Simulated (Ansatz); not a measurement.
# Ba (Ba, omega (AlB2-type)): the cost of one run

Method: DFT BLYP, plane waves (420 eV) with PAW, scalar-relativistic; PAW files made under PBE, frozen cores solved again for the functional, in Ansatz 0.2.0.

## Step 1: The structure to begin with

It takes space group P6/mmm (No. 191, hexagonal). Conventional cell: a = 7.069 Å, b = 7.069 Å, c = 4.333 Å, α = 90.00°, β = 90.00°, γ = 120.00°. Ba (site symmetry 6/mmm) has 2 Ba at 4.33 Å as nearest neighbours. Around Ba (site symmetry -6m2) lie 5 Ba at 4.08 to 4.33 Å.

Structure file:

```cif
data_structure
_symmetry_space_group_name_H-M 'P6/mmm'
_symmetry_Int_Tables_number 191
_cell_length_a 7.0687
_cell_length_b 7.0687
_cell_length_c 4.3331
_cell_angle_alpha 90.000
_cell_angle_beta 90.000
_cell_angle_gamma 120.000
_cell_volume 187.50
loop_
_atom_site_label
_atom_site_type_symbol
_atom_site_symmetry_multiplicity
_atom_site_Wyckoff_symbol
_atom_site_fract_x
_atom_site_fract_y
_atom_site_fract_z
_atom_site_occupancy
Ba1 Ba 1 a 0.00000 0.00000 0.00000 1
Ba2 Ba 2 d 0.33333 0.66667 0.50000 1
```

## Step 2: Relaxation of the cell

Input file input.yaml:

```yaml
crystal:
  lattice:
    - [7.0686539647, 0.0, 0.0]
    - [-3.5343269823, 6.121633904, 0.0]
    - [0.0, 0.0, 4.3330848804]
  atoms:
    - { symbol: Ba, position: [0.0, 0.0, 0.0] }
    - { symbol: Ba, position: [0.3333333333, 0.6666666667, 0.5] }
    - { symbol: Ba, position: [0.6666666667, 0.3333333333, 0.5] }
hamiltonian:
  xc: blyp
  pseudopotentials:
    kind: paw
    azcp:
      Ba: "pseudopotentials/Ba.paw.azcp"
basis:
  ecutwfc: 420
  fft_grid_basis: typed
kpoints:
  mp_grid: { grid: [5, 5, 7], shift: [0, 0, 0] }
magnetization:
  spin_polarized: false
scf:
  occupations: { method: fermi_dirac, width: 0.1 }
relax:
  max_steps: 60
  f_tol: 0.01
  cell: {}
output:
  write_density: true
  write_potential: true
  elf: true
  volumetric_format: npy
```

Launch:

```sh
> ansatz run input.yaml --threads 2 --pin off --max-ram 5120MiB --backend cpu --events-out ev --progress --plain --runs-dir out
```

**Question.** How long does this run take on 2 threads of Arm Neoverse V1, shared host, and how much memory does it need?

About 12 s, with a peak of 0.46 GiB.
